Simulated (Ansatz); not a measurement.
**Cl2H2O2Ti: basis-set convergence**

An exercise on one series of results from a longer session: the logs are not shown, and one member is left open.

Program: Ansatz 0.2.0, Gaussian basis. Level of theory: one geometry, several basis sets. These are calculated values, not measurements.

The runs, in order: PBE0-D4/def2-SVP; ωB97M-V/def2-SVP; PBE0-D4/def2-QZVPP; ωB97M-V/def2-QZVPP; the functionals' def2-TZVPP values are taken from earlier runs.

## Structure used throughout

The geometry comes from an earlier relaxation with PBE0-D4 in a triple-zeta def2 set; it is a stationary point, not always the lowest conformer.

7 atoms, charge 0, spin multiplicity 1.

Atoms are counted from 1 here; the program's logs count them from 0.

Bond lengths: O1–Ti2 1.759 Å, O1–H6 0.958 Å, Ti2–O3 1.768 Å, Ti2–Cl4 2.199 Å, Ti2–Cl5 2.199 Å, O3–H7 0.959 Å. Angles: Ti2–O1–H6 142.1°, O1–Ti2–O3 109.1°, O1–Ti2–Cl4 109.1°, O1–Ti2–Cl5 109.1°, O3–Ti2–Cl4 110.2°, O3–Ti2–Cl5 110.2°, Cl4–Ti2–Cl5 109.0°, Ti2–O3–H7 133.7°.

Set-up of the first run:

in.yaml

```yaml
crystal:
  periodic: [false, false, false]
  atoms:
    - {symbol: O, position_ang: [-1.057219, 0.222832, 0.982553]}
    - {symbol: Ti, position_ang: [0.074727, 0.089141, -0.356944]}
    - {symbol: O, position_ang: [1.448018, -0.905958, 0.142761]}
    - {symbol: Cl, position_ang: [-0.945842, -0.831514, -2.073498]}
    - {symbol: Cl, position_ang: [0.760375, 2.100152, -0.923913]}
    - {symbol: H, position_ang: [-1.896749, 0.614353, 1.225741]}
    - {symbol: H, position_ang: [1.677889, -1.356905, 0.957601]}
basis:
  gaussian: {orbitals: def2-SVP}
hamiltonian: {xc: pbe0, dispersion: d4}
output: {orbitals: {seedname: orbitals}}
```

Among the steps run: PBE0-D4 in def2-SVP; ωB97M-V in def2-SVP; PBE0-D4 in def2-QZVPP; ωB97M-V in def2-QZVPP.

One table of the session follows, with a row left open; its other results are not shown here.

It belongs to the step «Density functionals: the series». 

```
functional       basis  HOMO (eV)  LUMO (eV)
   PBE0-D4    def2-SVP      -8.72      -2.65
   PBE0-D4  def2-TZVPP          ?          ?
   PBE0-D4  def2-QZVPP      -8.97      -2.74
   ωB97M-V    def2-SVP     -10.85      -0.40
   ωB97M-V  def2-TZVPP     -11.14      -0.52
   ωB97M-V  def2-QZVPP     -11.19      -0.57
```

**Question.** Estimate the row for PBE0-D4, def2-TZVPP.

**Answer.** HOMO (eV): -8.95; LUMO (eV): -2.71. In the column «HOMO (eV)» it lies between PBE0-D4, def2-QZVPP (-8.97) and PBE0-D4, def2-SVP (-8.72).
